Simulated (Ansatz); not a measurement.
A nudged elastic band was laid between two geometries of a periodic cell of 31 atoms, Al₃₀Si (host Al, host structure fcc, dopant Si, one Al atom removed).

The calculation used Ansatz 0.2.0, DFT PBE-D3(BJ), scalar-relativistic, plane waves, PAW. Settings: PAW set soft_1, cutoff 420 eV, k mesh 3x3x3, gaussian smearing 0.15 eV, no spin polarisation.

```
movable images  : 5
climbing image  : yes
spring          : 5.0 eV/Å²
optimiser       : fire
start path      : IDPP
force threshold : 0.03 eV/Å
iteration limit : 47
end points      : relaxed
```

First end point:

```xyz
31
Lattice="8.1000 0.0000 0.0000 0.0000 8.1000 0.0000 0.0000 0.0000 8.1000" Properties=species:S:1:pos:R:3
Al 4.053 0.010 0.016
Al 6.076 2.016 0.020
Si 6.073 0.009 2.030
Al -0.003 0.010 0.015
Al 2.025 2.028 0.009
Al 4.042 4.055 0.009
Al 6.075 6.094 0.004
Al 2.024 0.008 2.029
Al 4.050 2.022 2.026
Al 6.074 4.061 2.044
Al 4.098 -0.016 4.043
Al 6.074 2.029 4.039
Al 6.075 -0.008 6.078
Al 0.009 4.054 0.007
Al 2.026 6.080 0.008
Al -0.001 2.022 2.025
Al 2.025 4.057 2.026
Al 4.101 6.098 2.052
Al -0.048 -0.014 4.043
Al 2.025 2.031 4.057
Al 4.063 4.076 4.054
Al 2.025 0.010 6.083
Al 4.044 2.029 6.081
Al 6.076 4.073 6.062
Al -0.052 6.097 2.050
Al -0.015 4.075 4.052
Al 2.025 6.083 4.054
Al 0.007 2.030 6.081
Al 2.024 4.060 6.076
Al 4.061 6.083 6.062
Al -0.011 6.083 6.061
```

Last end point:

Only the atoms that move by more than 0.05 Å are listed.
```
Si3 6.075 -2.028 4.053
```

**Question.** Which bonds break or form, and what moves?

**Answer.** The atom that moves furthest is Si3, by 2.87 Å; four of its nearest neighbours are Al18 2.82, Al25 2.82, Al11 2.82, Al19 2.82 Å at the first end and Al19 2.82, Al25 2.82, Al11 2.82, Al18 2.82 Å at the last.

**Question.** What energy profile does the band end with?

**Answer.** The run converged. The highest image is number 3 of 0 to 6, 0.63 eV above the ends, which have the same energy within 2 meV. By the program's own check the climbing image is a first-order saddle point (lowest curvatures found: -1.50 and 0.02 eV/Å²). Limits of this set-up: coarse k mesh, no spin, though dangling bonds at a vacancy may carry it, a small cell, in which the defect meets its images.

| image | path coordinate (Å) | energy (eV) |
| --- | --- | --- |
| 0 | 0.00 | 0.00 |
| 1 | 0.50 | 0.16 |
| 2 | 0.99 | 0.47 |
| 3 | 1.49 | 0.63 |
| 4 | 1.99 | 0.47 |
| 5 | 2.49 | 0.16 |
| 6 | 2.98 | 0.00 |

**Question.** What is the geometry of the highest image?

**Answer.** 
```xyz
31
Lattice="8.1000 0.0000 0.0000 0.0000 8.1000 0.0000 0.0000 0.0000 8.1000" Properties=species:S:1:pos:R:3
Al 4.086 0.017 0.023
Al 6.075 2.006 0.020
Si 6.074 -0.927 3.122
Al -0.036 0.017 0.023
Al 2.025 2.035 -0.007
Al 4.042 4.056 0.005
Al 6.075 6.123 0.040
Al 2.025 0.007 2.005
Al 4.060 2.002 2.002
Al 6.075 4.091 2.072
Al 3.922 0.044 4.092
Al 6.075 1.938 3.973
Al 6.075 -0.076 5.987
Al 0.009 4.056 0.005
Al 2.025 6.066 -0.030
Al -0.010 2.002 2.002
Al 2.025 4.021 2.014
Al 4.007 6.059 2.008
Al 0.128 0.043 4.092
Al 2.024 2.099 4.062
Al 4.086 4.074 4.066
Al 2.024 0.013 6.148
Al 4.061 2.024 6.073
Al 6.075 4.071 6.055
Al 0.043 6.058 2.007
Al -0.036 4.074 4.065
Al 2.025 6.056 4.056
Al -0.011 2.023 6.072
Al 2.025 4.044 6.084
Al 4.060 6.053 6.050
Al -0.010 6.053 6.051
```

Time of the run: 33 min on 4 threads of Arm Neoverse V1, with other jobs on the host, peak memory 4.2 GiB.
